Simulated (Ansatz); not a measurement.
**C₁₃H₁₇FOTi: how energies converge with the basis set**

The task here is to estimate one member of a computed series from the others.

Computed with Ansatz 0.2.0, Gaussian basis. Level: one geometry, several basis sets.

The runs, in order: PBE0-D4/def2-SVP; ωB97M-V/def2-SVP; PBE0-D4/def2-QZVPP; ωB97M-V/def2-QZVPP; the functionals' def2-TZVPP values are taken from earlier runs.

## Structure used throughout

The geometry comes from an earlier relaxation with PBE0-D4 in a triple-zeta def2 set; it is a stationary point, not always the lowest conformer.

SMILES `C[O][Ti]12345678([F])([C@@H]9[C@H]1[C@H]2[C@@]3(C)[C@@H]94)[C@@H]1[C@H]5[C@H]6[C@@]7(C)[C@@H]18`, 33 atoms, charge 0, spin multiplicity 1.

Atoms are counted from 1 here; the program's logs count them from 0.

Bond lengths: C1–O2 1.391 Å, C1–H17 1.099 Å, C1–H18 1.097 Å, C1–H19 1.097 Å, O2–Ti3 1.852 Å, Ti3–F4 1.833 Å, Ti3–C5 2.388 Å, Ti3–C6 2.371 Å, Ti3–C7 2.428 Å, Ti3–C8 2.470 Å, Ti3–C10 2.409 Å, Ti3–C11 2.406 Å, Ti3–C12 2.376 Å, Ti3–C13 2.388 Å, Ti3–C14 2.468 Å, Ti3–C16 2.437 Å, C5–C6 1.408 Å, C5–C10 1.408 Å and more. Angles: O2–C1–H17 112.3°, O2–C1–H18 111.2°, O2–C1–H19 109.4°, H17–C1–H18 107.8°, H17–C1–H19 107.7°, H18–C1–H19 108.4°, C1–O2–Ti3 127.3°, O2–Ti3–F4 95.4°, O2–Ti3–C5 120.5°, O2–Ti3–C6 86.3°, O2–Ti3–C7 77.1°, O2–Ti3–C8 103.0°, O2–Ti3–C10 132.9°, O2–Ti3–C11 122.0°, O2–Ti3–C12 137.5°, O2–Ti3–C13 107.3°, O2–Ti3–C14 80.9°, O2–Ti3–C16 88.9° and more.

Set-up of the first run:

File in.yaml:

```yaml
crystal:
  periodic: [false, false, false]
  atoms:
    - {symbol: C, position_ang: [-2.063624, -1.134852, 1.501738]}
    - {symbol: O, position_ang: [-1.418332, -0.054948, 0.907989]}
    - {symbol: Ti, position_ang: [0.050800, -0.106290, -0.218859]}
    - {symbol: F, position_ang: [-0.505998, -1.574709, -1.163393]}
    - {symbol: C, position_ang: [0.898398, 1.901403, -1.195305]}
    - {symbol: C, position_ang: [-0.302465, 2.217281, -0.531801]}
    - {symbol: C, position_ang: [-1.354853, 1.591743, -1.236265]}
    - {symbol: C, position_ang: [-0.818617, 0.872212, -2.313161]}
    - {symbol: C, position_ang: [-1.571636, 0.053307, -3.297382]}
    - {symbol: C, position_ang: [0.588369, 1.042453, -2.266558]}
    - {symbol: C, position_ang: [1.857111, -1.661346, 0.108898]}
    - {symbol: C, position_ang: [2.402287, -0.379223, -0.019083]}
    - {symbol: C, position_ang: [1.979137, 0.381517, 1.103308]}
    - {symbol: C, position_ang: [1.201684, -0.444344, 1.937768]}
    - {symbol: C, position_ang: [0.594123, -0.041777, 3.236551]}
    - {symbol: C, position_ang: [1.100988, -1.698070, 1.298430]}
    - {symbol: H, position_ang: [-1.520623, -1.514533, 2.378421]}
    - {symbol: H, position_ang: [-2.179642, -1.965425, 0.793877]}
    - {symbol: H, position_ang: [-3.060525, -0.823839, 1.836180]}
    - {symbol: H, position_ang: [1.884059, 2.243028, -0.922983]}
    - {symbol: H, position_ang: [-0.403997, 2.822407, 0.356678]}
    - {symbol: H, position_ang: [-2.393818, 1.595978, -0.946431]}
    - {symbol: H, position_ang: [-1.417852, 0.430687, -4.311938]}
    - {symbol: H, position_ang: [-2.641060, 0.074985, -3.084995]}
    - {symbol: H, position_ang: [-1.241794, -0.987154, -3.262572]}
    - {symbol: H, position_ang: [1.296930, 0.590171, -2.945979]}
    - {symbol: H, position_ang: [1.932426, -2.458932, -0.613457]}
    - {symbol: H, position_ang: [3.027662, -0.030724, -0.826312]}
    - {symbol: H, position_ang: [2.244405, 1.406382, 1.316622]}
    - {symbol: H, position_ang: [-0.361639, 0.465469, 3.082076]}
    - {symbol: H, position_ang: [1.255574, 0.639282, 3.775435]}
    - {symbol: H, position_ang: [0.416282, -0.910510, 3.871957]}
    - {symbol: H, position_ang: [0.526261, -2.541637, 1.650535]}
basis:
  gaussian: {orbitals: def2-SVP}
hamiltonian: {xc: pbe0, dispersion: d4}
output: {orbitals: {seedname: orbitals}}
```

The run is started by

```sh
$ ansatz run in.yaml --threads 11 --pin off --events-out ev --progress --plain --max-ram 174080MiB --backend cuda --devices 0, --max-vram 75GiB
```

Steps of the session up to this table: PBE0-D4 in def2-SVP; ωB97M-V in def2-SVP; PBE0-D4 in def2-QZVPP; ωB97M-V in def2-QZVPP.

One table of the session follows, with a row left open; its other results are not shown here.

```
functional       basis  HOMO (eV)
   PBE0-D4    def2-SVP          ?
   PBE0-D4  def2-TZVPP      -6.21
   PBE0-D4  def2-QZVPP      -6.22
   ωB97M-V    def2-SVP      -8.25
   ωB97M-V  def2-TZVPP      -8.26
   ωB97M-V  def2-QZVPP      -8.27
```

Estimate the missing values for PBE0-D4, def2-SVP.

The run gave: HOMO (eV): -6.20. In the column «HOMO (eV)» it is the highest.
